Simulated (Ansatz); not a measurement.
# The cluster In₄As₅H₁₆+: one molecule under many settings

Aim: run the cluster In₄As₅H₁₆+ under a spread of inputs, and see what each costs and gives.

Computed with Ansatz 0.2.0, Gaussian basis. Level: the settings change from run to run.

1 further run of the same task is left out (set aside as unsound or not needed).

## 1. The geometry

An earlier r2SCAN-D4/def2-SVP relaxation fixed the geometry. In takes a core potential in def2 sets; no spin-orbit term is included.

25 atoms, charge 1, spin multiplicity 1.

Atoms are counted from 1 here; the program's logs count them from 0.

Bond lengths: In1–As5 2.666 Å, In1–As6 2.671 Å, In1–As7 2.699 Å, In1–H10 1.713 Å, In2–As6 2.767 Å, In2–As8 2.763 Å, In2–H11 1.708 Å, In2–H12 1.707 Å, In3–As5 2.758 Å, In3–As9 2.761 Å, In3–H13 1.706 Å, In3–H14 1.710 Å, In4–As7 2.698 Å, In4–As8 2.668 Å, In4–As9 2.669 Å, In4–H15 1.713 Å, As5–H16 1.511 Å, As5–H17 1.511 Å and more. Angles: As5–In1–As6 102.8°, As5–In1–As7 98.8°, As5–In1–H10 119.2°, As6–In1–As7 99.5°, As6–In1–H10 118.3°, As7–In1–H10 114.7°, As6–In2–As8 95.6°, As6–In2–H11 103.4°, As6–In2–H12 104.0°, As8–In2–H11 103.2°, As8–In2–H12 104.4°, H11–In2–H12 138.6°, As5–In3–As9 93.3°, As5–In3–H13 105.5°, As5–In3–H14 102.8°, As9–In3–H13 105.0°, As9–In3–H14 103.2°, H13–In3–H14 138.3° and more.

## 2. PBE/def2-SVPD

This run has multiplicity 3, atoms shaken by 0.15 Å, density fitting with def2-universal-jkfit, the search for lower states set to off.

in.yaml reads:

```yaml
crystal:
  periodic: [false, false, false]
  atoms:
    - {symbol: In, position_ang: [-1.691757, -1.333852, 1.344810]}
    - {symbol: In, position_ang: [1.928045, -2.058358, -2.221102]}
    - {symbol: In, position_ang: [-2.108272, 1.923147, -2.059725]}
    - {symbol: In, position_ang: [1.667023, 1.661590, 1.192106]}
    - {symbol: As, position_ang: [-2.981928, -0.004794, -0.238516]}
    - {symbol: As, position_ang: [0.014372, -2.918596, -0.345586]}
    - {symbol: As, position_ang: [-0.239493, -0.157918, 2.470524]}
    - {symbol: As, position_ang: [2.939010, -0.062965, -0.331772]}
    - {symbol: As, position_ang: [0.127483, 2.810995, -0.299533]}
    - {symbol: H, position_ang: [-2.725109, -2.680474, 2.447940]}
    - {symbol: H, position_ang: [1.196370, -1.310706, -3.058703]}
    - {symbol: H, position_ang: [3.230399, -3.230363, -1.759361]}
    - {symbol: H, position_ang: [-2.974326, 3.139191, -2.543312]}
    - {symbol: H, position_ang: [-0.851670, 0.893393, -2.864847]}
    - {symbol: H, position_ang: [2.462288, 2.543095, 2.191119]}
    - {symbol: H, position_ang: [-3.876156, -0.488852, -0.519349]}
    - {symbol: H, position_ang: [-3.824602, 0.843339, 0.951602]}
    - {symbol: H, position_ang: [-0.975938, -3.643221, -1.115324]}
    - {symbol: H, position_ang: [0.477906, -4.182809, 0.223042]}
    - {symbol: H, position_ang: [1.001629, -0.828581, 3.563051]}
    - {symbol: H, position_ang: [-0.516184, 0.689527, 3.809662]}
    - {symbol: H, position_ang: [3.895741, -0.634488, 0.753515]}
    - {symbol: H, position_ang: [4.108898, 0.723127, -1.139973]}
    - {symbol: H, position_ang: [-0.768261, 3.795093, 0.421788]}
    - {symbol: H, position_ang: [0.901273, 3.804398, -1.124309]}
basis:
  gaussian: {orbitals: def2-SVPD, fitting: {mean_field: def2-universal-jkfit}}
total_charge: 1
magnetization: {spin_polarized: true, initial_magnetization: 2}
hamiltonian: {xc: {name: PBE}}
scf: {lower_state_search: off}
output: {forces: true}
```

On the command line:

```console
> ansatz run in.yaml --threads 2 --pin off --events-out ev --progress --plain --max-ram 22528MiB --backend cuda --devices 0, --max-vram 18GiB
```

The log of the run:

```text
Functional definition: PBE
  name "PBE"
  cite "Perdew, Burke & Ernzerhof, Phys. Rev. Lett. 77, 3865 (1996) doi:10.1103/PhysRevLett.77.3865"
  parent pbe
  parameter kappa = 0.804
  parameter beta = 0.06672455060314922
  exchange = pbe_x(kappa = kappa, mu = beta*pi^2/3)
  correlation = pbe_c(beta = beta)
these checks for a lower state are left out or cut short: stability, starts, cluster_reference, orbital_swaps, neighbouring_geometries, increment
2490 factors; integrals over basis functions are off by at most 4.2e-1 eV
mean field evaluation 1: about -325056.2030 eV, gradient 3.1e1 eV
mean field evaluation 2: about -325047.3907 eV, gradient 3.9e1 eV
mean field evaluation 4: about -325060.9589 eV, gradient 8.7e0 eV
mean field evaluation 8: about -325061.7365 eV, gradient 1.5e0 eV
mean field evaluation 16: about -325061.7631 eV, gradient 4.3e-2 eV
mean field evaluation 32: about -325061.7631 eV, gradient 1.0e-5 eV
mean field -325061.76311633 eV, -11945.7994597483 hartree, gradient 7.8e-6 eV, S^2 2.010250; 0 other end points of the search recorded, 0 dependent functions left out
the calculation of the forces begins
reference -325061.76323427 eV, -11945.7994640826 hartree; 133, 131 occupied and 313, 315 virtual orbitals, 2490 factors
Total energy: -325061.76323427 eV, -11945.7994640826 hartree
Atom 0 at    -1.691757    -1.333852     1.344810 Å, force    -3.768608    -5.060566    -1.268858 eV/Å
Atom 1 at     1.928045    -2.058358    -2.221102 Å, force     6.343209    -6.110811     6.841266 eV/Å
Atom 2 at    -2.108272     1.923147    -2.059725 Å, force     2.833930    -2.334742     0.427960 eV/Å
Atom 3 at     1.667023     1.661590     1.192106 Å, force    -0.456366    -2.197792    -0.158320 eV/Å
Atom 4 at    -2.981928    -0.004794    -0.238516 Å, force    20.991409    14.859670     7.739520 eV/Å
Atom 5 at     0.014372    -2.918596    -0.345586 Å, force     0.608831     1.311860     0.120537 eV/Å
Atom 6 at    -0.239493    -0.157918     2.470524 Å, force     5.805099     4.042181     5.264209 eV/Å
Atom 7 at     2.939010    -0.062965    -0.331772 Å, force     1.252777    -0.233312    -0.725467 eV/Å
Atom 8 at     0.127483     2.810995    -0.299533 Å, force    -2.700479     0.487913    -1.915190 eV/Å
Atom 9 at    -2.725109    -2.680474     2.447940 Å, force     0.678045     0.745298    -0.785251 eV/Å
Atom 10 at     1.196370    -1.310706    -3.058703 Å, force    -5.423202     5.638561    -6.389927 eV/Å
Atom 11 at     3.230399    -3.230363    -1.759361 Å, force    -0.760844     0.630133    -0.300775 eV/Å
Atom 12 at    -2.974326     3.139191    -2.543312 Å, force    -1.469405     1.753343    -0.444256 eV/Å
Atom 13 at    -0.851670     0.893393    -2.864847 Å, force    -0.701550     0.220838     0.155888 eV/Å
Atom 14 at     2.462288     2.543095     2.191119 Å, force     1.519709     1.497080     2.061737 eV/Å
Atom 15 at    -3.876156    -0.488852    -0.519349 Å, force   -23.213571   -12.967627    -7.651612 eV/Å
Atom 16 at    -3.824602     0.843339     0.951602 Å, force     0.860223    -0.604932    -1.311008 eV/Å
Atom 17 at    -0.975938    -3.643221    -1.115324 Å, force    -1.272196    -0.654014    -1.136712 eV/Å
Atom 18 at     0.477906    -4.182809     0.223042 Å, force     0.661373    -1.113291     0.762660 eV/Å
Atom 19 at     1.001629    -0.828581     3.563051 Å, force    -0.822158     0.005886    -1.097858 eV/Å
Atom 20 at    -0.516184     0.689527     3.809662 Å, force    -0.221776    -0.142206    -0.886833 eV/Å
Atom 21 at     3.895741    -0.634488     0.753515 Å, force    -0.273084     0.050966    -0.401791 eV/Å
Atom 22 at     4.108898     0.723127    -1.139973 Å, force    -1.003266    -0.419779     0.796469 eV/Å
Atom 23 at    -0.768261     3.795093     0.421788 Å, force     0.247697     0.270321     0.418648 eV/Å
Atom 24 at     0.901273     3.804398    -1.124309 Å, force     0.284204     0.325022    -0.115038 eV/Å
Dipole moment:    -0.210603    -0.020585    -0.399095 e Å
Checks for a lower state left out: stability, starts, cluster_reference, orbital_swaps, neighbouring_geometries, increment
```

It took 8 s on 1 × H100 (card shared with other runs) with 2 threads of AMD EPYC 7R13, shared host; peak host memory 0.95 GiB.

Largest force 27.669 eV/Å, ⟨S²⟩ 2.010.

## 3. HF/def2-mTZVPP

Options: atoms shaken by 0.15 Å, density fitting with def2-universal-jkfit.

in.yaml reads:

```yaml
crystal:
  periodic: [false, false, false]
  atoms:
    - {symbol: In, position_ang: [-1.468626, -1.503123, 1.419124]}
    - {symbol: In, position_ang: [1.891614, -1.976602, -1.965055]}
    - {symbol: In, position_ang: [-1.947211, 1.872619, -2.039230]}
    - {symbol: In, position_ang: [1.651109, 1.841086, 1.443822]}
    - {symbol: As, position_ang: [-2.759499, 0.053634, -0.140424]}
    - {symbol: As, position_ang: [-0.110608, -2.718081, -0.324199]}
    - {symbol: As, position_ang: [0.200793, 0.056788, 2.489621]}
    - {symbol: As, position_ang: [2.833218, -0.106033, -0.415901]}
    - {symbol: As, position_ang: [-0.174641, 2.984671, -0.133436]}
    - {symbol: H, position_ang: [-2.508299, -2.454350, 2.543931]}
    - {symbol: H, position_ang: [1.214702, -0.940108, -3.216752]}
    - {symbol: H, position_ang: [2.962023, -3.339545, -1.954040]}
    - {symbol: H, position_ang: [-3.000030, 3.111106, -2.174302]}
    - {symbol: H, position_ang: [-1.143105, 0.840399, -2.873319]}
    - {symbol: H, position_ang: [2.623607, 2.653789, 2.263991]}
    - {symbol: H, position_ang: [-4.027955, -0.799048, -0.692301]}
    - {symbol: H, position_ang: [-3.813861, 0.593778, 0.600207]}
    - {symbol: H, position_ang: [-0.675938, -3.730625, -1.263876]}
    - {symbol: H, position_ang: [0.298301, -4.093189, 0.598914]}
    - {symbol: H, position_ang: [0.805825, -0.863073, 3.693938]}
    - {symbol: H, position_ang: [-0.607231, 0.826986, 3.480218]}
    - {symbol: H, position_ang: [4.038394, -0.639848, 0.821880]}
    - {symbol: H, position_ang: [3.833457, 1.092896, -1.176628]}
    - {symbol: H, position_ang: [-0.669976, 3.945026, 0.250508]}
    - {symbol: H, position_ang: [1.013845, 3.631123, -1.185924]}
basis:
  gaussian: {orbitals: def2-mTZVPP, fitting: {mean_field: def2-universal-jkfit}}
total_charge: 1
hamiltonian: {xc: {name: HF}}
scf: {omitted_lower_state_checks: [starts]}
```

Same command.

The log of the run:

```text
Functional definition: HF
  name "HF"
  cite "Fock, Z. Phys. 61, 126 (1930) doi:10.1007/BF01340294"
  parent pbe
  exchange = exact_x
  correlation = 0
these checks for a lower state are left out or cut short: starts
2490 factors; integrals over basis functions are off by at most 4.6e-1 eV
mean field evaluation 1: about -324812.2191 eV, gradient 2.6e1 eV
mean field evaluation 2: about -324815.3455 eV, gradient 1.2e1 eV
mean field evaluation 4: about -324815.8798 eV, gradient 1.1e0 eV
mean field -324815.88808924 eV, -11936.7637191629 hartree, gradient 4.0e-5 eV, S^2 0.000000; 0 other end points of the search recorded, 0 dependent functions left out
reference -324815.88808924 eV, -11936.7637191629 hartree; 132, 132 occupied and 272, 272 virtual orbitals, 2490 factors
Total energy: -324815.88808924 eV, -11936.7637191629 hartree
Checks for a lower state left out: starts
```

Run time: 2.3 s. Hardware: 1 × H100 (card shared with other runs) with 2 threads of AMD EPYC 7R13, shared host; peak host memory 0.87 GiB.

## 4. B2GP-PLYP/def2-SVP

Options: coordinates scaled by 0.96.

in.yaml reads:

```yaml
crystal:
  periodic: [false, false, false]
  atoms:
    - {symbol: In, position_ang: [-1.629646, -1.614697, 1.300604]}
    - {symbol: In, position_ang: [1.946260, -1.884472, -1.914833]}
    - {symbol: In, position_ang: [-1.855534, 1.769903, -1.969679]}
    - {symbol: In, position_ang: [1.613086, 1.638940, 1.289970]}
    - {symbol: As, position_ang: [-2.839614, 0.097234, -0.168157]}
    - {symbol: As, position_ang: [-0.020046, -2.740262, -0.348048]}
    - {symbol: As, position_ang: [0.025515, -0.017495, 2.492418]}
    - {symbol: As, position_ang: [2.821086, -0.021597, -0.240954]}
    - {symbol: As, position_ang: [-0.059075, 2.763215, -0.292993]}
    - {symbol: H, position_ang: [-2.508503, -2.571728, 2.307979]}
    - {symbol: H, position_ang: [1.165318, -1.016111, -3.066046]}
    - {symbol: H, position_ang: [3.070610, -3.073227, -1.823878]}
    - {symbol: H, position_ang: [-2.980354, 2.948380, -2.134028]}
    - {symbol: H, position_ang: [-0.965613, 0.783210, -2.933278]}
    - {symbol: H, position_ang: [2.504394, 2.588610, 2.293331]}
    - {symbol: H, position_ang: [-3.886445, -0.686493, -0.795688]}
    - {symbol: H, position_ang: [-3.697976, 0.801563, 0.765306]}
    - {symbol: H, position_ang: [-0.933118, -3.474967, -1.204281]}
    - {symbol: H, position_ang: [0.446255, -3.888778, 0.405866]}
    - {symbol: H, position_ang: [0.831655, -0.814709, 3.395380]}
    - {symbol: H, position_ang: [-0.708332, 0.713723, 3.506127]}
    - {symbol: H, position_ang: [3.832782, -0.585126, 0.633360]}
    - {symbol: H, position_ang: [3.718687, 0.837550, -0.991183]}
    - {symbol: H, position_ang: [-0.676322, 3.777178, 0.541650]}
    - {symbol: H, position_ang: [0.784920, 3.670138, -1.048935]}
basis:
  gaussian: {orbitals: def2-SVP}
total_charge: 1
hamiltonian: {xc: {name: B2GP-PLYP}}
scf: {omitted_lower_state_checks: [starts]}
```

The command is unchanged.

The log of the run:

```text
Functional definition: B2GP-PLYP
  name "B2GP-PLYP"
  cite "Karton, Tarnopolsky, Lamère, Schatz & Martin, J. Phys. Chem. A 112, 12868 (2008) doi:10.1021/jp801805p"
  cite "Becke, Phys. Rev. A 38, 3098 (1988) doi:10.1103/PhysRevA.38.3098"
  cite "Lee, Yang & Parr, Phys. Rev. B 37, 785 (1988) doi:10.1103/PhysRevB.37.785"
  parameter a = 0.65
  parameter c = 0.36
  exchange = (1 - a)*b88_x + a*exact_x
  correlation = (1 - c)*lyp_c + c*(mp2_os + mp2_ss)
these checks for a lower state are left out or cut short: starts
3752 factors; integrals over basis functions are off by at most 1.0e-3 eV
mean field evaluation 1: about -324990.5493 eV, gradient 1.9e1 eV
mean field evaluation 2: about -324990.6233 eV, gradient 1.9e1 eV
mean field evaluation 4: about -324992.2763 eV, gradient 3.5e0 eV
mean field evaluation 8: about -324992.3127 eV, gradient 1.6e-1 eV
mean field evaluation 16: about -324992.3128 eV, gradient 2.2e-5 eV
mean field -324992.31275233 eV, -11943.2472059465 hartree, gradient 2.7e-6 eV, S^2 0.000000; 0 other end points of the search recorded, 0 dependent functions left out
61 core orbitals not correlated: weight in the atoms' cores, before any rotation towards them, 1.000 or more for the frozen orbitals, at most 0.000 for the correlated occupied ones
reference -324992.31298922 eV, -11943.2472146523 hartree; 71, 71 occupied and 212, 212 virtual orbitals, 3752 factors
second order -50.80387389 eV of doubles, -0.00000000 eV of singles
Total energy: -325010.60238382 eV, -11943.9193375068 hartree
Checks for a lower state left out: starts
```

Run time: 7 s. Hardware: 1 × H100 (card shared with other runs) with 2 threads of AMD EPYC 7R13, shared host; peak host memory 1.9 GiB.

## 5. B97M-V/def2-TZVP

Set apart from the defaults: density fitting with def2-universal-jkfit.

in.yaml reads:

```yaml
crystal:
  periodic: [false, false, false]
  atoms:
    - {symbol: In, position_ang: [-1.697548, -1.681976, 1.354796]}
    - {symbol: In, position_ang: [2.027354, -1.962992, -1.994618]}
    - {symbol: In, position_ang: [-1.932848, 1.843649, -2.051749]}
    - {symbol: In, position_ang: [1.680298, 1.707229, 1.343719]}
    - {symbol: As, position_ang: [-2.957931, 0.101285, -0.175163]}
    - {symbol: As, position_ang: [-0.020881, -2.854440, -0.362550]}
    - {symbol: As, position_ang: [0.026578, -0.018224, 2.596269]}
    - {symbol: As, position_ang: [2.938632, -0.022497, -0.250994]}
    - {symbol: As, position_ang: [-0.061537, 2.878349, -0.305201]}
    - {symbol: H, position_ang: [-2.613024, -2.678883, 2.404144]}
    - {symbol: H, position_ang: [1.213873, -1.058449, -3.193797]}
    - {symbol: H, position_ang: [3.198552, -3.201278, -1.899873]}
    - {symbol: H, position_ang: [-3.104536, 3.071230, -2.222945]}
    - {symbol: H, position_ang: [-1.005846, 0.815844, -3.055498]}
    - {symbol: H, position_ang: [2.608744, 2.696468, 2.388887]}
    - {symbol: H, position_ang: [-4.048380, -0.715097, -0.828841]}
    - {symbol: H, position_ang: [-3.852058, 0.834962, 0.797194]}
    - {symbol: H, position_ang: [-0.971998, -3.619758, -1.254459]}
    - {symbol: H, position_ang: [0.464849, -4.050811, 0.422777]}
    - {symbol: H, position_ang: [0.866307, -0.848655, 3.536854]}
    - {symbol: H, position_ang: [-0.737846, 0.743461, 3.652216]}
    - {symbol: H, position_ang: [3.992481, -0.609506, 0.659750]}
    - {symbol: H, position_ang: [3.873632, 0.872447, -1.032482]}
    - {symbol: H, position_ang: [-0.704502, 3.934561, 0.564218]}
    - {symbol: H, position_ang: [0.817625, 3.823060, -1.092641]}
basis:
  gaussian: {orbitals: def2-TZVP, fitting: {mean_field: def2-universal-jkfit}}
total_charge: 1
hamiltonian: {xc: {name: B97M-V}}
scf: {omitted_lower_state_checks: [starts]}
output: {forces: true}
```

The command is unchanged.

The log of the run:

```text
Functional definition: B97M-V
  name "B97M-V"
  cite "Mardirossian & Head-Gordon, J. Chem. Phys. 142, 074111 (2015) doi:10.1063/1.4907719"
  cite "Becke, J. Chem. Phys. 107, 8554 (1997) doi:10.1063/1.475007"
  cite "Vydrov & Van Voorhis, J. Chem. Phys. 133, 244103 (2010) doi:10.1063/1.3521275"
  # Of w^i u^j: cxij and so on, Table III.
  parameter cx00 = 1.000
  parameter cx01 = 1.308
  parameter cx02 = 1.901
  parameter cx10 = 0.416
  parameter cx11 = 3.070
  parameter css00 = 1.000
  parameter css02 = -1.855
  parameter css10 = -5.668
  parameter css32 = -20.497
  parameter css42 = -20.364
  parameter cos00 = 1.000
  parameter cos01 = 1.573
  parameter cos03 = -6.298
  parameter cos10 = 2.535
  parameter cos32 = -6.427
  parameter b = 6.0
  parameter c = 0.01
  gx(w, u) = cx00 + cx01*u + cx02*u^2 + (cx10 + cx11*u)*w
  gss(w, u) = css00 + css02*u^2 + css10*w + (css32*w^3 + css42*w^4)*u^2
  gos(w, u) = cos00 + cos01*u + cos03*u^3 + cos10*w + cos32*w^3*u^2
  exchange = spin_sum(e_x_unif_s*gx(b97_w, b97_u_x))
  correlation = spin_sum(e_c_pw_mod_same_spin*gss(b97_w, b97_u_same))
      + integral(e_c_pw_mod_opposite_spin*gos(b97_w_opposite, b97_u_opposite)) + vv10(b, c)
these checks for a lower state are left out or cut short: starts
2490 factors; integrals over basis functions are off by at most 6.3e-1 eV
mean field evaluation 1: about -325100.4891 eV, gradient 3.6e1 eV
mean field evaluation 2: about -325102.0969 eV, gradient 3.3e1 eV
mean field evaluation 4: about -325104.9620 eV, gradient 1.5e0 eV
mean field evaluation 8: about -325104.9844 eV, gradient 9.1e-2 eV
mean field evaluation 16: about -325104.9844 eV, gradient 2.2e-5 eV
mean field -325104.98438101 eV, -11947.3878119290 hartree, gradient 2.2e-5 eV, S^2 0.000000; 0 other end points of the search recorded, 0 dependent functions left out
the calculation of the forces begins
reference -325104.98452989 eV, -11947.3878174002 hartree; 132, 132 occupied and 404, 404 virtual orbitals, 2490 factors
Total energy: -325104.98452989 eV, -11947.3878174002 hartree
Atom 0 at    -1.697548    -1.681976     1.354796 Å, force     0.024480     0.031036    -0.041580 eV/Å
Atom 1 at     2.027354    -1.962992    -1.994618 Å, force     0.007987    -0.012657     0.036174 eV/Å
Atom 2 at    -1.932848     1.843649    -2.051749 Å, force    -0.020442     0.021122     0.046204 eV/Å
Atom 3 at     1.680298     1.707229     1.343719 Å, force    -0.024336    -0.029843    -0.042447 eV/Å
Atom 4 at    -2.957931     0.101285    -0.175163 Å, force    -0.183503    -0.032238     0.017914 eV/Å
Atom 5 at    -0.020881    -2.854440    -0.362550 Å, force    -0.048277    -0.174209    -0.005237 eV/Å
Atom 6 at     0.026578    -0.018224     2.596269 Å, force    -0.000212    -0.002587     0.195266 eV/Å
Atom 7 at     2.938632    -0.022497    -0.250994 Å, force     0.187677     0.043855     0.008494 eV/Å
Atom 8 at    -0.061537     2.878349    -0.305201 Å, force     0.039074     0.191605     0.003314 eV/Å
Atom 9 at    -2.613024    -2.678883     2.404144 Å, force    -0.065716    -0.072182     0.073928 eV/Å
Atom 10 at     1.213873    -1.058449    -3.193797 Å, force    -0.059874     0.069725    -0.099709 eV/Å
Atom 11 at     3.198552    -3.201278    -1.899873 Å, force     0.080718    -0.084313    -0.015159 eV/Å
Atom 12 at    -3.104536     3.071230    -2.222945 Å, force    -0.082813     0.086877    -0.035837 eV/Å
Atom 13 at    -1.005846     0.815844    -3.055498 Å, force     0.079239    -0.088016    -0.090657 eV/Å
Atom 14 at     2.608744     2.696468     2.388887 Å, force     0.067307     0.072383     0.073830 eV/Å
Atom 15 at    -4.048380    -0.715097    -0.828841 Å, force     0.048191     0.028272     0.012874 eV/Å
Atom 16 at    -3.852058     0.834962     0.797194 Å, force     0.037905    -0.011458    -0.029481 eV/Å
Atom 17 at    -0.971998    -3.619758    -1.254459 Å, force     0.029247     0.038234     0.023229 eV/Å
Atom 18 at     0.464849    -4.050811     0.422777 Å, force    -0.000895     0.048292    -0.026382 eV/Å
Atom 19 at     0.866307    -0.848655     3.536854 Å, force    -0.019350     0.022264    -0.039513 eV/Å
Atom 20 at    -0.737846     0.743461     3.652216 Å, force     0.020150    -0.021521    -0.045561 eV/Å
Atom 21 at     3.992481    -0.609506     0.659750 Å, force    -0.047928     0.006951    -0.032402 eV/Å
Atom 22 at     3.873632     0.872447    -1.032482 Å, force    -0.047697    -0.034015     0.022023 eV/Å
Atom 23 at    -0.704502     3.934561     0.564218 Å, force     0.010327    -0.049291    -0.031602 eV/Å
Atom 24 at     0.817625     3.823060    -1.092641 Å, force    -0.031259    -0.048287     0.022316 eV/Å
Dipole moment:    -0.021553     0.025695     0.287987 e Å
Checks for a lower state left out: starts
```

It took 7.5 s on 1 × H100 (card shared with other runs) with 2 threads of AMD EPYC 7R13, shared host; peak host memory 1.3 GiB.

Largest force 0.196 eV/Å.

## 6. The runs in one table

```
             level  charge  multiplicity  geometry  functions  energy (eV)   time
     PBE/def2-SVPD       1             3    shaken        446  -325061.763    8 s
    HF/def2-mTZVPP       1             1    shaken        404  -324815.888  2.3 s
B2GP-PLYP/def2-SVP       1             1    scaled        344  -325010.602    7 s
  B97M-V/def2-TZVP       1             1   relaxed        536  -325104.985  7.5 s
```

## 7. Summary of results

| quantity | value |
| --- | --- |
| runs | 4 |
| quickest | HF/def2-mTZVPP, 2.3 s |
| slowest | PBE/def2-SVPD, 8 s |

The runs differ in state or geometry as well as level, so their energies can't be set against each other. Run time spans a factor of 3, from HF/def2-mTZVPP to PBE/def2-SVPD. The jobs differ in tasks and options as well as level. At the r2SCAN-D4/def2-SVP geometry and in the same state, runs without warnings or point charges leave forces up to 0.20 eV/Å (B97M-V/def2-TZVP).
